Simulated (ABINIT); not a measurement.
Crystal: AlN.

```
CELL_PARAMETERS angstrom
3.11300 0.00000 0.00000
-1.55650 2.69594 0.00000
0.00000 0.00000 4.98100
ATOMIC_POSITIONS crystal
Al 0.33333 0.66667 0.00000
Al 0.66667 0.33333 0.50000
N 0.33333 0.66667 0.38000
N 0.66667 0.33333 0.88000
```

```yaml
Program: ABINIT 10.8.3 (patched build)
Task: relaxation of cell and atoms
Functional: LDA
Potentials_or_basis: PseudoDojo NC SR LDA v0.4.1 standard
Cutoff: 1143 eV
k_mesh: 10 × 10 × 6
Occupations: fermi-dirac, width 0.05 eV
Spin: no spin polarisation
```

At the start: pressure -5.8 GPa; volume 10.45 Å³/atom.

Task: How do energy, volume and symmetry change on relaxing?

Result: Over 7 steps the energy falls by 5.9 meV/atom and the volume is 10.15 Å³/atom (-2.9 %); space group P6_3mc (No. 186, to 0.05 Å).

Step by step:
```
step  energy change (eV)  largest force (eV/Å)  pressure (GPa)  volume (Å³)
   1              0.0000                0.1142           -5.82        41.80
   2             -0.0198                0.0736           -2.34        41.06
   3             -0.0223                0.1306           -0.15        40.62
   4             -0.0236                0.0256            0.28        40.54
   5             -0.0237                0.0012           -0.01        40.60
   6             -0.0237                0.0002           -0.02        40.60
   7             -0.0238                0.0001            0.00        40.59
```

Final structure:
```
Al N
1.0
     3.08222    0.00000    0.00000
    -1.54111    2.66928    0.00000
     0.00000    0.00000    4.93367
Al N
2 2
Direct
  0.33333 0.66667 0.99902
  0.66667 0.33333 0.49902
  0.33333 0.66667 0.38098
  0.66667 0.33333 0.88098
```
